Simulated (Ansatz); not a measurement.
**C3H7BFGa: basis-set convergence**

The task here is to estimate one member of a computed series from the others.

The runs use Ansatz 0.2.0, Gaussian basis; one geometry, several basis sets.

Plan: PBE0-D4/def2-SVP; ωB97M-V/def2-SVP; PBE0-D4/def2-QZVPP; ωB97M-V/def2-QZVPP; the functionals' def2-TZVPP values are taken from earlier runs.

**Structure used throughout**

The geometry comes from an earlier relaxation with PBE0-D4 in a triple-zeta def2 set; it is a stationary point, not always the lowest conformer.

SMILES `C=C[B](C)[GaH][F]`, 13 atoms, charge 0, spin multiplicity 1.

Atoms are counted from 1 here; the program's logs count them from 0.

Bond lengths: C1–C2 1.338 Å, C1–H7 1.086 Å, C1–H8 1.086 Å, C2–B3 1.544 Å, C2–H9 1.089 Å, B3–C4 1.560 Å, B3–Ga5 2.103 Å, C4–H10 1.101 Å, C4–H11 1.093 Å, C4–H12 1.094 Å, Ga5–F6 1.778 Å, Ga5–H13 1.572 Å. Angles: C2–C1–H7 121.5°, C2–C1–H8 122.4°, H7–C1–H8 116.1°, C1–C2–B3 121.1°, C1–C2–H9 117.1°, B3–C2–H9 121.2°, C2–B3–C4 122.1°, C2–B3–Ga5 118.0°, C4–B3–Ga5 119.9°, B3–C4–H10 105.6°, B3–C4–H11 114.6°, B3–C4–H12 114.7°, H10–C4–H11 105.2°, H10–C4–H12 106.4°, H11–C4–H12 109.5°, B3–Ga5–F6 113.9°, B3–Ga5–H13 136.3°, F6–Ga5–H13 109.8°.

Geometry (Å):

```mol
C3H7BFGa
  3D, bonds by distance, orders not assigned

 13 12  0  0  0  0  0  0  0  0999 V2000
   -2.1521   -0.5214   -0.0045 C   0  0
   -1.2286    0.4438   -0.0871 C   0  0
    0.2782    0.1155   -0.0150 B   0  0
    0.8741   -1.1853   -0.6380 C   0  0
    1.5432    1.4941    0.9460 Ga  0  0
    1.9626    2.9030   -0.0533 F   0  0
   -1.8754   -1.5716    0.0078 H   0  0
   -3.2128   -0.3063    0.0887 H   0  0
   -1.5833    1.4733   -0.0656 H   0  0
    1.3750   -0.8666   -1.5656 H   0  0
    1.6559   -1.6593   -0.0389 H   0  0
    0.1320   -1.9344   -0.9291 H   0  0
    2.2311    1.6152    2.3545 H   0  0
  1  2  8  0
  2  3  8  0
  3  4  8  0
  3  5  8  0
  5  6  8  0
  1  7  8  0
  1  8  8  0
  2  9  8  0
  4 10  8  0
  4 11  8  0
  4 12  8  0
  5 13  8  0
M  END
```

The first run:

Input file in.yaml:

```yaml
crystal:
  periodic: [false, false, false]
  atoms:
    - {symbol: C, position_ang: [-2.152053, -0.521389, -0.004542]}
    - {symbol: C, position_ang: [-1.228599, 0.443796, -0.087081]}
    - {symbol: B, position_ang: [0.278241, 0.115487, -0.015043]}
    - {symbol: C, position_ang: [0.874061, -1.185274, -0.638018]}
    - {symbol: Ga, position_ang: [1.543167, 1.494060, 0.946041]}
    - {symbol: F, position_ang: [1.962644, 2.902995, -0.053284]}
    - {symbol: H, position_ang: [-1.875383, -1.571571, 0.007834]}
    - {symbol: H, position_ang: [-3.212757, -0.306295, 0.088671]}
    - {symbol: H, position_ang: [-1.583312, 1.473341, -0.065594]}
    - {symbol: H, position_ang: [1.374975, -0.866610, -1.565588]}
    - {symbol: H, position_ang: [1.655938, -1.659333, -0.038850]}
    - {symbol: H, position_ang: [0.131950, -1.934407, -0.929054]}
    - {symbol: H, position_ang: [2.231130, 1.615211, 2.354496]}
basis:
  gaussian: {orbitals: def2-SVP}
hamiltonian: {xc: pbe0, dispersion: d4}
output: {orbitals: {seedname: orbitals}}
```

On the command line:

```bash
$ ansatz run in.yaml --threads 2 --pin off --events-out ev --progress --plain --max-ram 32768MiB --backend cpu
```

Steps of the session up to this table: PBE0-D4 in def2-SVP; ωB97M-V in def2-SVP; PBE0-D4 in def2-QZVPP; ωB97M-V in def2-QZVPP.

One table of the session follows, with a row left open; its other results are not shown here.

```
functional       basis  HOMO (eV)  LUMO (eV)
   PBE0-D4    def2-SVP          ?          ?
   PBE0-D4  def2-TZVPP      -7.22      -2.24
   PBE0-D4  def2-QZVPP      -7.25      -2.26
   ωB97M-V    def2-SVP      -9.24      -0.14
   ωB97M-V  def2-TZVPP      -9.33      -0.27
   ωB97M-V  def2-QZVPP      -9.36      -0.33
```

Q: Estimate the row for PBE0-D4, def2-SVP from the others.

The run gave: HOMO (eV): -7.15; LUMO (eV): -2.15. In the column «HOMO (eV)» it is the highest.
